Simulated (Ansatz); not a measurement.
This script makes a comparison of norm-conserving and PAW potentials of Pt, space group P6_3/mmc with the Ansatz DFT code, driven from Python.

`pt.py`
```python
"""Two kinds of potentials on Pt."""

import ansatz
import numpy as np
from pymatgen.core import Lattice, Structure
from pymatgen.io.ase import AseAtomsAdaptor
from tabulate import tabulate


def count_gap(report):
    # lowest empty less highest filled band, counting bands; zero where they overlap
    return max(report.get("gap_by_band_count_ev") or 0.0, 0.0)

pmg_structure = Structure(
    Lattice([(2.76067, 0.0, 0.0), (-1.38033, 2.39081, 0.0), (0.0, 0.0, 4.79213)]),
    ["Pt", "Pt"],
    [
        (2 / 3, 1 / 3, 0.75),
        (1 / 3, 2 / 3, 0.25),
    ],
)
pt = ansatz.Crystal.from_ase(AseAtomsAdaptor.get_atoms(pmg_structure))

base = (
    pt.calculation()
    .functional("pbesol")
    .kpoints(12, 12, 6)
    .occupations("Fermi-Dirac", width=0.15)
    .stress()
    .forces()
    .band_table()
)
variants = {
    "PAW": base.pseudopotentials("paw"),
    "norm-conserving": base.pseudopotentials("nc"),
}
# totals differ by the cores that each treatment holds, so compare what does not depend on them
rows = []
for label, variant in variants.items():
    rep = variant.run(threads=1, backend="cpu").report
    levels = np.array(rep["eigenvalues_ev"][0]) - rep["fermi_energy_ev"]
    print(label, "levels at the first k-point near E_F:", np.round(levels[np.abs(levels) < 5], 3))
    rows.append((label, rep["n_electrons"], np.trace(rep["stress_gpa"]) / 3, count_gap(rep)))
print(tabulate(rows, headers=["treatment", "electrons in bands", "P GPa", "gap by band count eV"], floatfmt=".4f", tablefmt="plain"))
```

How well do the two treatments of the cores agree on the pressure?

PAW gives -10.058 GPa and norm-conserving -10.514 GPa, 0.46 GPa apart (a gap this large is an error of one set of files, which an all-electron run can settle). They took 2.0 and 7.7 s of processor time.

The output:

```console
$ python pt.py
DeckWarning: basis.ecutwfc = 420 eV, auto-derived from the records' recommended cutoffs: set by Pt (normal level)
PAW levels at the first k-point near E_F: [-3.984 -3.442 -3.442 -3.076 -3.076 -1.83  -1.83  -0.829 -0.247 -0.247
  4.611]
DeckWarning: basis.ecutwfc = 1142.878222 eV, auto-derived from the records' recommended cutoffs: set by Pt (normal level)
norm-conserving levels at the first k-point near E_F: [-3.98  -3.437 -3.437 -3.071 -3.071 -1.825 -1.825 -0.834 -0.244 -0.244
  4.596]
treatment          electrons in bands     P GPa    gap by band count eV
PAW                           36.0000  -10.0578                  0.0000
norm-conserving               36.0000  -10.5139                  0.0000
```
(Warnings from the package without file and line.)

Caveats:
- Total energies depend on the potentials; only differences at equal settings carry meaning. A total without «per atom» is that of the cell as typed.
- The mesh is modest for a metal, so energies can be off by several to tens of meV an atom and pressures by half a GPa or more; differences at equal mesh fare better.
- The smearing is wide enough that free energy and stress hold a thermal part of the electrons.
- A gap by band count of zero or less means overlapping bands, a metal.
- At these settings the cell as given stands under about -10 GPa, so it isn't at this functional's equilibrium volume.
- This isn't the structure that Pt takes at ambient conditions.
- Levels are Kohn-Sham eigenvalues on this mesh, without spin-orbit coupling.
- Stress is positive in compression.
- Finished in 12 s on 1 thread of Intel(R) Xeon(R) Processor @ 2.30GHz, on a shared host, peak memory 0.67 GiB.
